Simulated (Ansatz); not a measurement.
# CH₈B₂SSi: a ladder of functionals and wavefunction methods

Aim: compute CH₈B₂SSi with functionals from several rungs and with coupled cluster. The yardstick is the atomisation energy at the CCSD(T) limit.

Program: Ansatz 0.2.0, Gaussian basis. Level of theory: functionals in def2-TZVPP, the program's frozen cores in correlated methods. These are calculated values, not measurements.

Plan: PBE-D4, r2SCAN-D4, PBE0-D4, B3LYP-D4, ωB97X-V, ωB97M-V, B2PLYP; CCSD(T)/def2-TZVPP; MP2/def2-QZVPP; extrapolation to the limit.

## (1) Structure used throughout

All runs share one geometry, relaxed beforehand with PBE0-D4 in a triple-zeta def2 set.

13 atoms, charge 0, spin multiplicity 1.

Atoms are counted from 1 here; the program's logs count them from 0.

Bond lengths: C1–B2 1.563 Å, C1–H6 1.104 Å, C1–H7 1.092 Å, C1–H8 1.092 Å, B2–Si3 2.029 Å, B2–B4 1.648 Å, Si3–H9 1.492 Å, Si3–H10 1.494 Å, Si3–H11 1.489 Å, B4–S5 1.778 Å, B4–H12 1.199 Å, S5–H13 1.346 Å. Angles: B2–C1–H6 103.4°, B2–C1–H7 115.2°, B2–C1–H8 115.6°, H6–C1–H7 106.0°, H6–C1–H8 105.6°, H7–C1–H8 109.9°, C1–B2–Si3 118.1°, C1–B2–B4 124.5°, Si3–B2–B4 117.4°, B2–Si3–H9 111.6°, B2–Si3–H10 106.7°, B2–Si3–H11 114.9°, H9–Si3–H10 107.4°, H9–Si3–H11 108.2°, H10–Si3–H11 107.7°, B2–B4–S5 124.4°, B2–B4–H12 123.1°, S5–B4–H12 112.5° and more.

## (2) PBE-D4 (GGA)

in.yaml reads:

```yaml
crystal:
  periodic: [false, false, false]
  atoms:
    - {symbol: C, position_ang: [-0.326065, 0.735722, 1.507337]}
    - {symbol: B, position_ang: [0.200490, 0.172351, 0.147732]}
    - {symbol: Si, position_ang: [0.337392, -1.840644, -0.062768]}
    - {symbol: B, position_ang: [0.623116, 1.101457, -1.145933]}
    - {symbol: S, position_ang: [-0.515445, 1.676553, -2.384606]}
    - {symbol: H, position_ang: [-1.415446, 0.812079, 1.347378]}
    - {symbol: H, position_ang: [0.012717, 1.743741, 1.755430]}
    - {symbol: H, position_ang: [-0.200999, 0.077575, 2.370166]}
    - {symbol: H, position_ang: [-0.728087, -2.547370, 0.707043]}
    - {symbol: H, position_ang: [1.652371, -2.244175, 0.520707]}
    - {symbol: H, position_ang: [0.296867, -2.328646, -1.468575]}
    - {symbol: H, position_ang: [1.753924, 1.426692, -1.376178]}
    - {symbol: H, position_ang: [-1.670334, 1.179863, -1.902934]}
basis:
  gaussian: {orbitals: def2-TZVPP}
hamiltonian: {xc: pbe, dispersion: d4}
output: {forces: true, orbitals: {seedname: orbitals}}
```

Launch:

```bash
> ansatz run in.yaml --threads 4 --pin off --events-out ev --progress --plain --max-ram 10444MiB
```

The runs that follow: r2SCAN-D4 (meta-GGA); PBE0-D4 (hybrid); B3LYP-D4 (hybrid); ωB97X-V (range-separated); ωB97M-V (range-separated); B2PLYP (double hybrid); CCSD(T) in def2-TZVPP; MP2 in def2-QZVPP.

Before running them: what should the planned runs give, taken together? Wanted: atomisation energy, CCSD(T)/CBS; farthest; mean size of error, hybrid; mean size of error, range-separated; gap, smallest and largest; T1 diagnostic; triples share of the correlation energy.

The runs gave:

| quantity | value |
| --- | --- |
| atomisation energy, CCSD(T)/CBS | 45.757 eV |
| functionals within 0.229 eV (0.5 %) | none; nearest B2PLYP (-0.282 eV) |
| farthest | PBE-D4 (+0.787 eV) |
| mean size of error, hybrid | 0.411 eV |
| mean size of error, range-separated | 0.450 eV |
| gap, smallest and largest | 3.45 eV (PBE-D4), 10.00 eV (ωB97X-V) |
| T1 diagnostic | 0.0144 |
| triples share of the correlation energy | 4.0 % |

PBE-D4 is off by +0.787 eV. Double hybrids carry the basis error of their MP2 part in triple zeta, and no dispersion term here, so their miss is partly the set-up's. The reference freezes the cores and leaves out relativity and excitations past (T), so misses under about 0.229 eV can't be ranked. Hartree-Fock recovers 77 % of the binding; the rest is correlation. The gap grows from 3.4 to 10.0 eV across the functionals, mostly with the share of exact exchange.
